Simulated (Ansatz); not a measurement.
# FH6InO2Si2: up Jacob's ladder to CCSD(T)

An exercise on one series of results from a longer session: the logs are not shown, and one member is left open.

Method: functionals in def2-TZVPP, the program's frozen cores in correlated methods; program: Ansatz 0.2.0, Gaussian basis.

Plan: PBE-D4, r2SCAN-D4, PBE0-D4, B3LYP-D4, ωB97X-V, ωB97M-V, B2PLYP; CCSD(T)/def2-TZVPP; MP2/def2-QZVPP; extrapolation to the limit.

**The relaxed structure**

All runs share one geometry, relaxed beforehand with PBE0-D4 in a triple-zeta def2 set. In takes the def2 core potential; no spin-orbit term is included.

SMILES `[F][In]([O][SiH3])[O][SiH3]`, 12 atoms, charge 0, spin multiplicity 1.

Atoms are counted from 1 here; the program's logs count them from 0.

Bond lengths: F1–In2 1.923 Å, In2–O3 1.952 Å, In2–O5 1.952 Å, O3–Si4 1.639 Å, Si4–H7 1.492 Å, Si4–H8 1.485 Å, Si4–H9 1.488 Å, O5–Si6 1.639 Å, Si6–H10 1.492 Å, Si6–H11 1.485 Å, Si6–H12 1.488 Å. Angles: F1–In2–O3 118.2°, F1–In2–O5 118.2°, O3–In2–O5 123.6°, In2–O3–Si4 134.4°, O3–Si4–H7 110.9°, O3–Si4–H8 108.6°, O3–Si4–H9 110.8°, H7–Si4–H8 109.1°, H7–Si4–H9 108.1°, H8–Si4–H9 109.4°, In2–O5–Si6 134.5°, O5–Si6–H10 110.9°, O5–Si6–H11 108.6°, O5–Si6–H12 110.8°, H10–Si6–H11 109.1°, H10–Si6–H12 108.1°, H11–Si6–H12 109.4°.

As a file:

```mol
FH6InO2Si2
  3D, bonds by distance, orders not assigned

 12 11  0  0  0  0  0  0  0  0999 V2000
    0.6748    2.9109   -2.3827 F   0  0
    0.3345    1.4482   -1.1817 In  0  0
    1.6434    1.0821    0.2196 O   0  0
    1.8017   -0.0780    1.3661 Si  0  0
   -1.2995    0.4104   -1.4334 O   0  0
   -2.0110   -0.8259   -0.6268 Si  0  0
    1.3019   -1.3913    0.8656 H   0  0
    3.2394   -0.2067    1.7141 H   0  0
    1.0277    0.2768    2.5865 H   0  0
   -1.7729   -0.7098    0.8411 H   0  0
   -3.4723   -0.7824   -0.8868 H   0  0
   -1.4677   -2.1344   -1.0816 H   0  0
  1  2  8  0
  2  3  8  0
  3  4  8  0
  2  5  8  0
  5  6  8  0
  4  7  8  0
  4  8  8  0
  4  9  8  0
  6 10  8  0
  6 11  8  0
  6 12  8  0
M  END
```

Set-up of the first run:

in.yaml reads:

```yaml
crystal:
  periodic: [false, false, false]
  atoms:
    - {symbol: F, position_ang: [0.674808, 2.910936, -2.382708]}
    - {symbol: In, position_ang: [0.334522, 1.448229, -1.181738]}
    - {symbol: O, position_ang: [1.643417, 1.082143, 0.219573]}
    - {symbol: Si, position_ang: [1.801702, -0.077957, 1.366104]}
    - {symbol: O, position_ang: [-1.299500, 0.410354, -1.433397]}
    - {symbol: Si, position_ang: [-2.011045, -0.825892, -0.626836]}
    - {symbol: H, position_ang: [1.301852, -1.391258, 0.865635]}
    - {symbol: H, position_ang: [3.239358, -0.206748, 1.714131]}
    - {symbol: H, position_ang: [1.027738, 0.276795, 2.586485]}
    - {symbol: H, position_ang: [-1.772852, -0.709799, 0.841108]}
    - {symbol: H, position_ang: [-3.472273, -0.782413, -0.886753]}
    - {symbol: H, position_ang: [-1.467736, -2.134389, -1.081614]}
basis:
  gaussian: {orbitals: def2-TZVPP}
hamiltonian: {xc: pbe, dispersion: d4}
output: {forces: true, orbitals: {seedname: orbitals}}
```

Run with:

```sh
$ ansatz run in.yaml --threads 2 --pin off --events-out ev --progress --plain --max-ram 22528MiB --backend cuda --devices 0, --max-vram 18GiB
```

Steps of the session up to this table: PBE-D4 (GGA); r2SCAN-D4 (meta-GGA); PBE0-D4 (hybrid); B3LYP-D4 (hybrid); ωB97X-V (range-separated); ωB97M-V (range-separated); B2PLYP (double hybrid); CCSD(T) in def2-TZVPP; MP2 in def2-QZVPP.

One table of the session follows, with a row left open; its other results are not shown here.

| method | atomisation energy (kJ/mol) |
| --- | --- |
| PBE-D4 | 3872.3 |
| r2SCAN-D4 | 3887.5 |
| PBE0-D4 | 3800.1 |
| B3LYP-D4 | 3851.7 |
| ωB97X-V | 3926.2 |
| ωB97M-V | ? |
| B2PLYP | 3834.4 |
| HF/def2-TZVPP | 2794.5 |
| MP2/def2-TZVPP | 3876.1 |
| CCSD/def2-TZVPP | 3743.5 |
| CCSD(T)/def2-TZVPP | 3803.7 |
| MP2/CBS | 4010.1 |
| CCSD(T)/CBS | 3937.7 |

Estimate the missing values for ωB97M-V.

The run gave: atomisation energy (kJ/mol): 3894.7. In the column «atomisation energy (kJ/mol)» it lies between r2SCAN-D4 (3887.5) and ωB97X-V (3926.2).
